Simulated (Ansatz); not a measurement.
**revPBE/def2-SVP run of GeSiH6O (SMILES [SiH3][O][GeH3])**

Aim: the electronic atomisation energy of GeSiH6O at revPBE/def2-SVP, from 5 runs. 

Program for the calculation: Ansatz 0.2.0.

75 further runs of the same task are left out: 75 set aside as unsound or not needed.

## (1) The molecule

The species is GeSiH6O (9 atoms), meant as a singlet with charge 0. As SMILES, `[SiH3][O][GeH3]`. Geometry: relaxed at PBE0-D4/def2-TZVP.

Bond lengths: Si1–O2 1.633 Å, O2–Ge3 1.776 Å, Si1–H4 1.490 Å, Si1–H5 1.484 Å, Si1–H6 1.490 Å, Ge3–H7 1.532 Å, Ge3–H8 1.538 Å, Ge3–H9 1.538 Å. Some angles: Si1–O2–Ge3 134.7°, O2–Si1–H4 111.0°, O2–Si1–H5 108.2°, O2–Si1–H6 111.0°, O2–Ge3–H7 105.5°, O2–Ge3–H8 108.4°, O2–Ge3–H9 108.4°, H4–Si1–H5 109.4°, H4–Si1–H6 107.8°, H5–Si1–H6 109.4°.

## (2) A single-point energy at revPBE/def2-SVP

File run.yaml:

```yaml
crystal:
  periodic: [false, false, false]
  atoms:
    - {symbol: Si, position_ang: [-0.686600, 1.033100, -0.921400]}
    - {symbol: O, position_ang: [0.592700, 0.201900, -0.339400]}
    - {symbol: Ge, position_ang: [0.809800, -1.049500, 0.901700]}
    - {symbol: H, position_ang: [-1.697500, 0.113200, -1.514500]}
    - {symbol: H, position_ang: [-0.195800, 1.964800, -1.966700]}
    - {symbol: H, position_ang: [-1.355600, 1.810800, 0.159300]}
    - {symbol: H, position_ang: [2.310800, -1.355600, 0.917000]}
    - {symbol: H, position_ang: [-0.018800, -2.280500, 0.498400]}
    - {symbol: H, position_ang: [0.329300, -0.484400, 2.248700]}
basis:
  gaussian:
    orbitals: def2-SVP
hamiltonian:
  xc: {name: revPBE}
accuracy: high
output: {orbitals: {seedname: orbitals}}
```

The run is started by

```
ansatz run run.yaml --threads 1 --pin off --max-ram 3480MiB --events-out events.jsonl --progress --plain --runs-dir runs
```

Log:

```text
Warning: RAYON_NUM_THREADS=1 ignored (pool sized by the plan → 1); use --threads N
Functional definition: revPBE
  name "revPBE"
  parameter kappa = 1.245
  parameter beta = 0.06672455060314922
  exchange = pbe_x(kappa = kappa, mu = beta*pi^2/3)
  correlation = pbe_c(beta = beta)
2026 factors; integrals over basis functions are off by at most 1.0e-8 eV
mean field evaluation 1: about -66517.8513 eV, gradient 5.7e1 eV
mean field evaluation 2: about -66481.0137 eV, gradient 1.4e2 eV
mean field evaluation 4: about -66523.4219 eV, gradient 8.4e0 eV
mean field evaluation 8: about -66523.5067 eV, gradient 2.5e-1 eV
mean field evaluation 16: about -66523.5069 eV, gradient 2.6e-5 eV
mean field -66523.50685589 eV, -2444.6937857015 hartree, gradient 1.2e-8 eV, S^2 0.000000; 0 other end points of the search recorded, 0 dependent functions left out
reference -66523.50686046 eV, -2444.6937858695 hartree; 30, 30 occupied and 64, 64 virtual orbitals, 2026 factors
Total energy: -66523.50686046 eV, -2444.6937858695 hartree
```

Run time: 4.5 s. Hardware: 1 thread of Intel Xeon 6975P-C (Granite Rapids), shared host; peak memory 0.25 GiB.

## (3) The Ge atom, same level

File molecule.yaml:

```yaml
crystal:
  periodic: [false, false, false]
  atoms:
    - symbol: Ge
      position_ang: [0.000000, 0.000000, 0.000000]
basis:
  gaussian:
    orbitals: def2-SVP
magnetization:
  spin_polarized: true
  initial_magnetization: 2
hamiltonian:
  xc: {name: revPBE}
accuracy: high
```

Run the same way, it converges to -2076.50094 Eh (log not shown).

## (4) The H atom at the same level

File input.yaml:

```yaml
crystal:
  periodic: [false, false, false]
  atoms:
    - {symbol: H, position_ang: [0.000000, 0.000000, 0.000000]}
basis:
  gaussian:
    orbitals: def2-SVP
magnetization:
  spin_polarized: true
  initial_magnetization: 1
accuracy: high
hamiltonian:
  xc: {name: revPBE}
```

Run the same way, it converges to -0.50319 Eh (log not shown).

## (5) The O atom, same level

File run.yaml:

```yaml
crystal:
  periodic: [false, false, false]
  atoms:
    - {symbol: O, position_ang: [0.000000, 0.000000, 0.000000]}
basis:
  gaussian: {orbitals: def2-SVP}
magnetization: {spin_polarized: true, initial_magnetization: 2}
hamiltonian: {xc: {name: revPBE}}
accuracy: high
```

Run the same way, it converges to -74.97644 Eh (log not shown).

## (6) The Si atom at the same level

File input.yaml:

```yaml
crystal:
  periodic: [false, false, false]
  atoms:
    - {symbol: Si, position_ang: [0.000000, 0.000000, 0.000000]}
basis:
  gaussian: {orbitals: def2-SVP}
magnetization: {spin_polarized: true, initial_magnetization: 2}
hamiltonian: {xc: {name: revPBE}}
accuracy: high
```

Run the same way, it converges to -289.21696 Eh (log not shown).

## (7) Outcome

Level: revPBE/def2-SVP.

| quantity | value |
| --- | --- |
| molecule: total energy | -2444.69379 Eh |
| molecule: HOMO energy | -6.86 eV |
| molecule: LUMO energy | -0.68 eV |
| molecule: HOMO–LUMO gap | 6.18 eV |
| Ge atom: total energy | -2076.50094 Eh |
| Ge atom: ⟨S²⟩ | 2.002 |
| H atom: total energy | -0.50319 Eh |
| H atom: ⟨S²⟩ | 0.750 |
| O atom: total energy | -74.97644 Eh |
| O atom: ⟨S²⟩ | 2.002 |
| Si atom: total energy | -289.21696 Eh |
| Si atom: ⟨S²⟩ | 2.003 |
| electronic atomisation energy | 26.675 eV |

Taking the molecule apart into free atoms costs 26.67 eV (615 kcal/mol), before zero-point energy and without spin-orbit coupling.
